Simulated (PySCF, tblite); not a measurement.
# C6H10N2OSi: geometry, infrared bands and NMR shifts

Aim: predict the infrared bands and NMR shifts of C6H10N2OSi (`CC(=O)N([SiH2]C#N)C1CC1`).

Programs: tblite 0.8.0 and PySCF 2.14.0, with density-fitted response routines of our own. Each step states its level of theory. These are calculated values for one molecule in the gas phase, unless marked as measured. Atoms are numbered from 0 throughout.

### 1 The starting structure

20 atoms, charge 0, multiplicity 1; geometry from: force field or distance geometry start.

Bonds of the start (Å): C0–C1 1.52, C1–O2 1.22, C1–N3 1.39, N3–Si4 1.77, Si4–C5 1.87, C5–N6 1.16, N3–C7 1.45, C7–C8 1.51, C8–C9 1.50, C9–C7 1.51, C0–H10 1.10, C0–H11 1.09, C0–H12 1.07, Si4–H13 1.50, Si4–H14 1.49, C7–H15 1.08, C8–H16 1.08, C8–H17 1.08, C9–H18 1.08, C9–H19 1.08.

### 2 Relaxing the molecule with GFN2-xTB

The job: settings as JSON, then the geometry in Å.

```
{"job": {"kind": "relax", "xc": "GFN2-xTB", "basis": "xTB"}, "charge": 0, "multiplicity": 1}
C     -1.157900    -2.134700     0.459200
C     -1.491000    -0.680200     0.157100
O     -2.649300    -0.311100     0.192200
N     -0.405800     0.148200    -0.117300
Si    -0.822400     1.782600    -0.668200
C     -1.395600     2.895900     0.723700
N     -1.701600     3.608700     1.589800
C      0.981600    -0.258000    -0.137100
C      2.086200     0.504400     0.545900
C      1.658700    -0.823000     1.087200
H     -2.082100    -2.730000     0.361700
H     -0.798900    -2.232100     1.484600
H     -0.439200    -2.525600    -0.238100
H      0.413000     2.341500    -1.307900
H     -1.805400     1.689600    -1.787300
H      1.238400    -0.729000    -1.077900
H      3.041500     0.575500     0.045500
H      1.846000     1.370300     1.150300
H      2.335500    -1.657700     0.953500
H      1.143000    -0.824400     2.037700
```

Launch:

```bash
$ OMP_NUM_THREADS=1 python probes_run.py task.json out
```

The driver reads the jobs from task.json and runs them one after another.

Output:

```text
step      E/eV     max force
  0    -804.03728    2.166
  1    -804.00240    6.658
  2    -804.15674    0.782
  3    -804.18583    0.586
  4    -804.23367    0.652
  5    -804.25764    0.576
  6    -804.28177    0.356
  7    -804.29553    0.285
  8    -804.30445    0.227
  9    -804.31159    0.190
 10    -804.31665    0.155
 11    -804.32203    0.202
 12    -804.32819    0.193
 13    -804.33391    0.206
 14    -804.33785    0.149
 15    -804.34066    0.114
 16    -804.34338    0.120
 17    -804.34641    0.127
 18    -804.34950    0.132
 19    -804.35242    0.116
 20    -804.35527    0.114
 21    -804.35824    0.131
 22    -804.36129    0.133
 23    -804.36413    0.112
 24    -804.36652    0.121
 25    -804.36853    0.120
 26    -804.37033    0.106
 27    -804.37202    0.106
 28    -804.37381    0.106
 29    -804.37566    0.097
 30    -804.37727    0.095
 31    -804.37846    0.072
 32    -804.37943    0.066
 33    -804.38042    0.079
 34    -804.38154    0.088
 35    -804.38259    0.090
 36    -804.38346    0.065
 37    -804.38424    0.070
 38    -804.38512    0.069
 39    -804.38616    0.075
 40    -804.38716    0.085
 41    -804.38796    0.083
 42    -804.38869    0.071
 43    -804.38950    0.065
 44    -804.39048    0.076
 45    -804.39153    0.083
 46    -804.39244    0.068
 47    -804.39311    0.058
 48    -804.39364    0.050
 49    -804.39422    0.061
 50    -804.39496    0.070
 51    -804.39591    0.093
 52    -804.39690    0.092
 53    -804.39768    0.059
 54    -804.39814    0.149
 55    -804.39869    0.064
 56    -804.39920    0.084
 57    -804.39985    0.051
 58    -804.40008    0.034
 59    -804.40034    0.037
 60    -804.40055    0.039
 61    -804.40082    0.045
 62    -804.40105    0.036
 63    -804.40123    0.036
 64    -804.40137    0.035
 65    -804.40151    0.037
 66    -804.40168    0.051
 67    -804.40189    0.070
 68    -804.40215    0.074
 69    -804.40242    0.054
 70    -804.40263    0.037
 71    -804.40275    0.026
 72    -804.40284    0.038
 73    -804.40291    0.035
 74    -804.40299    0.022
 75    -804.40306    0.020
 76    -804.40313    0.018
 77    -804.40319    0.024
 78    -804.40328    0.025
 79    -804.40340    0.028
 80    -804.40354    0.033
 81    -804.40367    0.029
 82    -804.40380    0.028
 83    -804.40398    0.033
 84    -804.40422    0.038
 85    -804.40446    0.036
 86    -804.40462    0.036
 87    -804.40473    0.030
 88    -804.40482    0.025
 89    -804.40494    0.034
 90    -804.40506    0.035
 91    -804.40515    0.023
 92    -804.40520    0.016
 93    -804.40524    0.014
 94    -804.40527    0.020
 95    -804.40531    0.018
 96    -804.40534    0.016
 97    -804.40538    0.016
 98    -804.40542    0.016
 99    -804.40546    0.020
100    -804.40550    0.019
101    -804.40555    0.016
102    -804.40561    0.018
103    -804.40566    0.016
104    -804.40571    0.017
105    -804.40576    0.015
106    -804.40581    0.017
107    -804.40585    0.017
108    -804.40588    0.012
109    -804.40591    0.011
110    -804.40594    0.012
111    -804.40596    0.018
112    -804.40599    0.021
113    -804.40602    0.021
114    -804.40606    0.013
115    -804.40609    0.014
116    -804.40613    0.018
117    -804.40616    0.021
118    -804.40619    0.021
119    -804.40623    0.017
120    -804.40627    0.015
121    -804.40632    0.017
122    -804.40637    0.022
123    -804.40642    0.015
124    -804.40645    0.012
125    -804.40647    0.011
126    -804.40649    0.011
127    -804.40651    0.011
128    -804.40654    0.011
129    -804.40656    0.009
```

Run time: 1.9 s. Hardware: 1 thread of Arm Neoverse N1, shared host.

Along the way: (not every step is listed) (the energy doesn't fall at every step)

```
step  energy from step 0 (eV)  largest force (eV/Å)
   0                   0.0000                2.1662
   1                   0.0349                6.6585
   2                  -0.1195                0.7820
   3                  -0.1486                0.5862
   4                  -0.1964                0.6521
   5                  -0.2204                0.5756
   6                  -0.2445                0.3559
   7                  -0.2582                0.2851
   8                  -0.2672                0.2266
  19                  -0.3151                0.1158
  30                  -0.3400                0.0951
  41                  -0.3507                0.0827
  52                  -0.3596                0.0917
  63                  -0.3640                0.0362
  74                  -0.3657                0.0218
  85                  -0.3672                0.0364
  96                  -0.3681                0.0161
 107                  -0.3686                0.0166
 118                  -0.3689                0.0206
 124                  -0.3692                0.0117
 125                  -0.3692                0.0106
 126                  -0.3692                0.0108
 127                  -0.3692                0.0108
 128                  -0.3693                0.0110
 129                  -0.3693                0.0095
```

Distances of close pairs at the start and the end, largest changes first:

```
   bond  before (Å)  after (Å)  change (Å)
  C1–N3       1.393      1.342      -0.050
Si4–H14       1.492      1.451      -0.042
Si4–H13       1.499      1.469      -0.030
  C0–C1       1.522      1.497      -0.026
  N3–C7       1.446      1.422      -0.024
  C5–N6       1.163      1.145      -0.018
 C0–H10       1.104      1.087      -0.017
 C0–H12       1.075      1.088      +0.013
```

The next job starts from the end point, and lists it.

### 3 Vibrational analysis with GFN2-xTB

The job: settings as JSON, then the geometry in Å.

```
{"job": {"kind": "ir", "xc": "GFN2-xTB", "basis": "xTB"}, "charge": 0, "multiplicity": 1}
C     -1.249700    -2.044659     0.441886
C     -1.361170    -0.600496     0.065666
O     -2.428101     0.000427    -0.030563
N     -0.266171     0.126946    -0.204559
Si    -0.866136     1.730995    -0.671988
C     -1.549453     2.543160     0.861160
N     -1.933740     3.058812     1.808179
C      1.061062    -0.380522    -0.151102
C      2.165576     0.482604     0.373449
C      1.692080    -0.687821     1.178770
H     -2.244967    -2.474546     0.513861
H     -0.743664    -2.138538     1.400794
H     -0.667730    -2.582424    -0.304170
H      0.378492     2.447098    -0.983539
H     -1.766374     1.712985    -1.809545
H      1.302060    -1.043625    -0.979246
H      3.127042     0.428947    -0.113281
H      1.905924     1.465737     0.732396
H      2.322318    -1.560108     1.259214
H      1.117505    -0.474294     2.067159
```

Output:

```text
mode    cm-1     km/mol
  1      49.5      2.84
  2      59.5      0.44
  3      71.5      1.21
  4     115.6      3.67
  5     140.6      5.81
  6     152.1     39.86
  7     169.3     11.52
  8     188.8      8.60
  9     304.7      0.75
 10     337.8      4.86
 11     352.3      7.61
 12     389.4     12.83
 13     438.6     26.81
 14     520.0     37.15
 15     541.4     20.76
 16     566.9     14.19
 17     608.9     18.89
 18     627.2     42.30
 19     658.4     23.93
 20     739.9    273.89
 21     801.4     12.09
 22     829.4    163.22
 23     849.0      3.49
 24     929.1     15.80
 25     972.9      5.58
 26     987.1      7.58
 27    1005.5     24.58
 28    1032.5     19.98
 29    1049.7      3.51
 30    1071.9      0.72
 31    1081.7      5.17
 32    1087.7      0.25
 33    1155.1      0.44
 34    1224.9     81.11
 35    1263.7     46.91
 36    1354.7     42.72
 37    1374.6     38.37
 38    1424.8      9.75
 39    1430.8    259.66
 40    1447.7     40.49
 41    1456.0     16.36
 42    1477.3     27.54
 43    1645.0    415.35
 44    2226.9    308.24
 45    2363.8     25.86
 46    2376.8    209.74
 47    2974.5     42.74
 48    3020.7     10.18
 49    3028.6      4.00
 50    3058.6      6.23
 51    3091.0     15.48
 52    3095.0     12.27
 53    3101.5      6.35
 54    3119.8     45.02
```

Run time: 1.5 s. Hardware: 1 thread of Arm Neoverse N1, shared host.

Which atoms move in the most intense modes:

```
cm⁻¹  km/mol                         atoms
 740   273.9  H13 51 %, Si4 23 %, H14 18 %
 829   163.2            H14 44 %, H13 41 %
1225    81.1     N3 29 %, C7 22 %, C8 10 %
1264    46.9                      H15 70 %
1431   259.7              C1 36 %, N3 35 %
1645   415.4              C1 63 %, O2 33 %
2227   308.2                      H13 96 %
2377   209.7                      H14 95 %
```

### 4 Nuclear shieldings: PBE0/pcSseg-1

Settings changed since step 3:

```diff
@@ -1,2 +1,2 @@
-{"job": {"kind": "ir", "xc": "GFN2-xTB", "basis": "xTB"}, "charge": 0, "multiplicity": 1}
+{"job": {"kind": "nmr", "xc": "PBE0", "basis": "pcSseg-1"}, "charge": 0, "multiplicity": 1}
 C     -1.249700    -2.044659     0.441886
```

Level: GIAO PBE0/pcSseg-1 NMR shielding, non-relativistic, gas phase.

Output:

```text
coarse grid: 17552 points
cycle   1  E = -707.9787884164  dE =  1.625e+00  |g| = 8.792e-01  |ddm| = 4.125e+00
cycle   2  E = -707.4439018602  dE =  5.349e-01  |g| = 1.847e+00  |ddm| = 2.249e+00
cycle   3  E = -708.1283647353  dE = -6.845e-01  |g| = 2.373e-01  |ddm| = 1.733e+00
cycle   4  E = -708.1395052220  dE = -1.114e-02  |g| = 8.418e-02  |ddm| = 2.394e-01
cycle   5  E = -708.1408221329  dE = -1.317e-03  |g| = 2.751e-02  |ddm| = 7.369e-02
cycle   6  E = -708.1409731358  dE = -1.510e-04  |g| = 8.676e-03  |ddm| = 2.306e-02
cycle   7  E = -708.1409843796  dE = -1.124e-05  |g| = 4.723e-03  |ddm| = 7.167e-03
cycle   8  E = -708.1409890161  dE = -4.637e-06  |g| = 8.565e-04  |ddm| = 3.137e-03
final grid: 166088 points
cycle   9  E = -708.2079720449  dE = -3.683e-05  |g| = 1.339e-02  |ddm| = 3.577e-02
cycle  10  E = -708.2078822043  dE =  8.984e-05  |g| = 2.536e-02  |ddm| = 2.814e-02
cycle  11  E = -708.2080072383  dE = -1.250e-04  |g| = 3.272e-03  |ddm| = 2.001e-02
cycle  12  E = -708.2080095202  dE = -2.282e-06  |g| = 4.077e-04  |ddm| = 2.502e-03
cycle  13  E = -708.2080095339  dE = -1.373e-08  |g| = 3.283e-04  |ddm| = 4.807e-04
cycle  14  E = -708.2080095551  dE = -2.124e-08  |g| = 8.359e-05  |ddm| = 2.106e-04
cycle  15  E = -708.2080095566  dE = -1.503e-09  |g| = 2.323e-05  |ddm| = 7.959e-05
cycle  16  E = -708.2080095567  dE = -1.089e-10  |g| = 5.281e-06  |ddm| = 2.331e-05
converged SCF energy = -708.2080095567

GIAO shielding tensors (ppm)
atom      isotropic    diamagn.    paramagn.     s11        s22        s33       span
  0 C      164.602     251.526     -86.924    151.204    154.814    187.788     36.583
  1 C       -0.164     252.190    -252.355    -69.926    -26.814     96.247    166.172
  2 O     -123.002     404.659    -527.661   -370.224   -209.033    210.250    580.474
  3 N      120.412     334.302    -213.889     31.070    139.010    191.157    160.086
  4 Si     430.573     880.558    -449.985    383.500    429.094    479.125     95.626
  5 C       62.667     263.565    -200.898    -52.289    -47.535    287.826    340.115
  6 N      -85.639     338.640    -424.279   -289.453   -267.791    300.328    589.781
  7 C      159.099     245.691     -86.591    127.105    137.737    212.456     85.350
  8 C      176.967     255.597     -78.630    146.862    175.791    208.249     61.386
  9 C      175.558     254.459     -78.900    140.095    175.673    210.907     70.812
 10 H       29.373      27.997       1.376     24.880     27.521     35.718     10.837
 11 H       29.327      31.124      -1.797     24.547     30.309     33.124      8.577
 12 H       29.486      30.714      -1.228     25.340     29.325     33.793      8.453
 13 H       27.233      30.770      -3.536     23.681     27.526     30.492      6.811
 14 H       26.738      28.911      -2.174     23.544     24.287     32.382      8.837
 15 H       29.221      32.102      -2.881     22.547     27.377     37.738     15.190
 16 H       30.813      30.971      -0.158     25.095     26.305     41.040     15.945
 17 H       30.710      33.325      -2.615     25.127     28.438     38.566     13.438
 18 H       30.950      31.314      -0.364     25.757     26.209     40.884     15.128
 19 H       31.173      33.455      -2.281     26.886     28.267     38.367     11.481
```

Wall time 1.9 min (1 thread of Arm Neoverse N1, shared host); peak memory 1.1 GiB.

The references, computed at this level on geometries of the same kind, shield at (ppm): 1H TMS 31.72, 13C TMS 186.9, 29Si TMS 349.2, 15N NH3 267.7, 17O H2O 336.1. Their shielding less the atom's gives the shift. The references are single molecules in the gas phase, so shifts against H2O, NH3, PH3, H3PO4 or CFCl3 are not on the usual liquid scales and can be off by tens of ppm. Atoms listed in one row are averaged.

| atoms | environment | σ (ppm) | δ (ppm) | δ scaled to CDCl3 |
| --- | --- | --- | --- | --- |
| C1 | amide carbonyl carbon | -0.2 | 187.1 | 180.7 |
| C5 | nitrile carbon | 62.7 | 124.3 | 119.4 |
| C7 | three-membered-ring carbon | 159.1 | 27.8 | 25.2 |
| C0 | methyl carbon α to a carbonyl | 164.6 | 22.3 | 19.9 |
| C8, C9 | three-membered-ring carbon | 176.3 | 10.7 | 8.5 |
| H13, H14 | hydrogen on a silicon bonded to C, N | 26.99 | 4.73 | – |
| H15 | hydrogen on a three-membered-ring carbon | 29.22 | 2.50 | 2.46 |
| H10, H11, H12 | hydrogen on a methyl carbon α to a carbonyl | 29.40 | 2.32 | 2.29 |
| H16, H18 | hydrogen on a three-membered-ring carbon | 30.88 | 0.84 | 0.89 |
| H17, H19 | hydrogen on a three-membered-ring carbon | 30.94 | 0.78 | 0.84 |
| O2 | amide-type carbonyl oxygen | -123.0 | 459.1 | – |
| N6 | nitrile nitrogen | -85.6 | 353.4 | – |
| N3 | amide-type nitrogen | 120.4 | 147.3 | – |
| Si4 | silicon bonded to C, N, 2 H | 430.6 | -81.4 | – |

The scaled column applies a straight-line fit of computed shieldings to shifts measured in CDCl3 (root-mean-square error 0.16 ppm for H, 1.9 ppm for C).

Charges from the same density, by scheme (e):

```
 atoms  Mulliken    IAO  Hirshfeld  ESP fit
    C0     -0.23  -0.47      -0.11    -0.54
    C1      0.42   0.44       0.19     0.71
    O2     -0.47  -0.49      -0.24    -0.56
    N3     -0.76  -0.43      -0.13    -0.31
   Si4      0.85   0.89       0.40     0.31
    C5     -0.19  -0.15      -0.04     0.31
    N6     -0.21  -0.20      -0.20    -0.44
    C7     -0.04  -0.05       0.01     0.10
C8, C9     -0.20  -0.29      -0.08    -0.29
```

Mayer bond orders: C0–C1 1.03, C1–O2 1.73, C1–N3 1.15, N3–Si4 0.80, Si4–C5 0.81, C5–N6 2.94, N3–C7 0.89, C7–C8 0.98, C8–C9 0.97, C9–C7 0.96.

Ring of atoms C7, C8, C9: NICS(0) -42.3, NICS(1) -8.5, NICS(1)zz -21.8 ppm (means of both faces).

In rings of three or four atoms NICS is ruled by the nearby σ bonds, so it says little on aromaticity.

Orbitals, density, ELF and potential are computed afterwards from the orbital file.

Frontier orbitals at PBE0/pcSseg-1, with the share of their density that lies nearest to each atom:

```csv
orbital,energy (eV),lies on
HOMO,-7.91,N3 38 %; O2 25 %; C9 11 %
LUMO,-0.37,C5 24 %; N6 23 %; Si4 15 %
```

ELF in a plane through or near 5 of the atoms.

Ten even steps from '0' (0.00) to '9' (1.00):
```
0000000000000000000000000000
0000000000000000000000000000
0000000000000000000000000000
0000000000000000000000000000
0000000036511330000000000000
0000000068857991013100000000
0000000026535980065100000000
0000013325625410144221100000
0000189974664212212686310000
0000089976985678721687310000
0000002113532577311332100000
0000000000000365346300000000
0000000001345832858830000000
0000000003634774768730000000
0000000001358950377410000000
0000000000289991012000000000
0000000000189992000000000000
0000000000003410000000000000
0000000000000000000000000000
0000000000000000000000000000
```
The map spans 11.8 Å across and 11.8 Å up, centred on the molecule. Atoms in the plane (x, y in Å): C0 (-0.7, -2.3), C1 (0.5, -1.4), O2 (1.6, -1.8), C8 (-1.1, 1.9), H10 (-0.4, -3.3).

log10 of the density (e/Å³) in the same plane.

Ten even steps from '0' (-4.0) to '9' (1.6):
```
0000000000000000000000000000
0000000000000000000000000000
0000000001111000000000000000
0000000122332221111000000000
0000001234444433222211000000
0000012345666654333322100000
0000123456797764455443321000
0000234556777654555554432100
0001245666776655566665432100
0001245666777677666666543100
0000123445556677655555432100
0000012334455677666544321000
0000001234566778788653210000
0000001245679776788653100000
0000001234677765555532000000
0000000123467754443320000000
0000000012345543211000000000
0000000001223322100000000000
0000000000000000000000000000
0000000000000000000000000000
```
The map spans 11.8 Å across and 11.8 Å up, centred on the molecule. Atoms in the plane (x, y in Å): C0 (-0.7, -2.3), C1 (0.5, -1.4), O2 (1.6, -1.8), C8 (-1.1, 1.9), H10 (-0.4, -3.3).

On the surface of density 0.002 e/bohr³ the electrostatic potential runs, from the 1st to the 99th percentile, from -1.86 V near N6 to 1.36 V near H12.

### 5 What came out

```
                                                               quantity                               value
                              strongest single infrared mode (GFN2-xTB)               1645 cm⁻¹, 415 km/mol
                                           zero-point energy (GFN2-xTB)                       93.6 kcal/mol
13C shifts against TMS (PBE0/pcSseg-1, means over atoms taken as alike)  187.1, 124.3, 27.8, 22.3, 10.7 ppm
 1H shifts against TMS (PBE0/pcSseg-1, means over atoms taken as alike)    4.73, 2.50, 2.32, 0.84, 0.78 ppm
                                 17O shifts against H2O (PBE0/pcSseg-1)                           459.1 ppm
                                 15N shifts against NH3 (PBE0/pcSseg-1)                    353.4, 147.3 ppm
                                29Si shifts against TMS (PBE0/pcSseg-1)                           -81.4 ppm
                                  surface potential, 1st and 99th percentile                  -1.86 V and 1.36 V
```

**Reading.** Relaxing lowered the energy by 0.369 eV in 129 steps; the close pair that moved most is C1–N3, from 1.393 to 1.342 Å. All 54 modes are real, so the xTB geometry is a minimum. The strongest single mode, at 1645 cm⁻¹, moves mainly C1 and O2. Unscaled tight-binding wavenumbers are off by several per cent, some by more. Its intensities can rank the bands wrongly. C1 (amide carbonyl carbon) lies farthest downfield among carbon, at 187.1 ppm; it is a carbonyl in resonance with an O or N lone pair, the region of acids, esters and amides. At PBE0/pcSseg-1, counted by nearest atom on the grid, the HOMO lies on N3 38 %; O2 25 %, the LUMO on C5 24 %; N6 23 %.
